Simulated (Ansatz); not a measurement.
# H₄NO₂Sc: how energies converge with the basis set

One table from this session's results is given with a row withheld; the runs are named, their logs left out.

Method: one geometry, several basis sets; program: Ansatz 0.2.0, Gaussian basis.

Levels to be run: PBE0-D4/def2-SVP; ωB97M-V/def2-SVP; PBE0-D4/def2-QZVPP; ωB97M-V/def2-QZVPP; the functionals' def2-TZVPP values are taken from earlier runs.

## Structure used throughout

All runs share one geometry, relaxed beforehand with PBE0-D4 in a triple-zeta def2 set.

SMILES `[NH2][Sc]([OH])[OH]`, 8 atoms, charge 0, spin multiplicity 1.

Atoms are counted from 1 here; the program's logs count them from 0.

Bond lengths: N1–Sc2 1.986 Å, N1–H5 1.012 Å, N1–H6 1.012 Å, Sc2–O3 1.875 Å, Sc2–O4 1.875 Å, O3–H7 0.952 Å, O4–H8 0.952 Å. Angles: Sc2–N1–H5 126.2°, Sc2–N1–H6 126.2°, H5–N1–H6 107.6°, N1–Sc2–O3 116.3°, N1–Sc2–O4 116.3°, O3–Sc2–O4 127.3°, Sc2–O3–H7 169.0°, Sc2–O4–H8 169.1°.

Geometry (Å):

```
N    -0.7380    1.4109   -0.4402
Sc    0.1495   -0.2857    0.0888
O     1.9980   -0.3846   -0.2069
O    -0.9560   -1.6070    0.8278
H    -0.2876    2.2186   -0.8508
H    -1.7227    1.6245   -0.3478
H     2.9213   -0.6020   -0.2859
H    -1.3644   -2.3747    1.2149
```

The first run:

File in.yaml:

```yaml
crystal:
  periodic: [false, false, false]
  atoms:
    - {symbol: N, position_ang: [-0.737988, 1.410868, -0.440180]}
    - {symbol: Sc, position_ang: [0.149461, -0.285688, 0.088807]}
    - {symbol: O, position_ang: [1.998007, -0.384584, -0.206852]}
    - {symbol: O, position_ang: [-0.956018, -1.607039, 0.827832]}
    - {symbol: H, position_ang: [-0.287588, 2.218582, -0.850809]}
    - {symbol: H, position_ang: [-1.722722, 1.624543, -0.347831]}
    - {symbol: H, position_ang: [2.921291, -0.601975, -0.285857]}
    - {symbol: H, position_ang: [-1.364443, -2.374717, 1.214881]}
basis:
  gaussian: {orbitals: def2-SVP}
hamiltonian: {xc: pbe0, dispersion: d4}
output: {orbitals: {seedname: orbitals}}
```

The run is started by

```console
ansatz run in.yaml --threads 4 --pin off --events-out ev --progress --plain --max-ram 10444MiB
```

Among the steps run: PBE0-D4 in def2-SVP; ωB97M-V in def2-SVP; PBE0-D4 in def2-QZVPP; ωB97M-V in def2-QZVPP.

One table of the session follows, with a row left open; its other results are not shown here.

It belongs to the step «Density functionals: the series». 

```
functional       basis  HOMO (eV)  LUMO (eV)
   PBE0-D4    def2-SVP          ?          ?
   PBE0-D4  def2-TZVPP      -6.79      -1.23
   PBE0-D4  def2-QZVPP      -6.82      -1.25
   ωB97M-V    def2-SVP      -8.68       0.32
   ωB97M-V  def2-TZVPP      -9.17       0.17
   ωB97M-V  def2-QZVPP      -9.20       0.02
```

Q: Estimate the row for PBE0-D4, def2-SVP from the others.

As computed: HOMO (eV): -6.30; LUMO (eV): -0.88. In the column «HOMO (eV)» it is the highest.
